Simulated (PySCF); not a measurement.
# GaH5S (Ga(H2S)H3): the cost of one run

Programs: PySCF 2.14.0, with routines of our own; each step states its level. All values are computed. Atoms count from 0.

## Step 1: The system as given

7 atoms, charge 0, multiplicity 1; geometry from: GFN2-xTB.

## Step 2: Magnetic properties: GIAO B3LYP/def2-SVP

The job: settings as JSON, then the geometry in Å.

```
{"job": {"kind": "mag", "xc": "B3LYP", "basis": "def2-SVP"}, "charge": 0, "multiplicity": 1}
Ga     0.135150    -0.228190    -1.006970
S      0.147170    -0.250200     1.512210
H      0.511150     1.032540     1.566350
H     -1.151550     0.052790     1.561520
H      1.654590    -0.188910    -1.262680
H     -0.645400     1.112110    -1.113390
H     -0.651100    -1.530120    -1.257050
```

Level: GIAO B3LYP/def2-SVP magnetisability, rotational g tensor and spin-rotation constants, non-relativistic, gas phase.

Command:

```
> OMP_NUM_THREADS=1 python excited_run.py task.json out
```

One launch serves the whole session: the jobs run in the order shown.

Q: Estimate the wall time and peak memory of this first job on 1 thread of Arm Neoverse V1, shared host.

About 4.4 s, with a peak of 0.44 GiB.
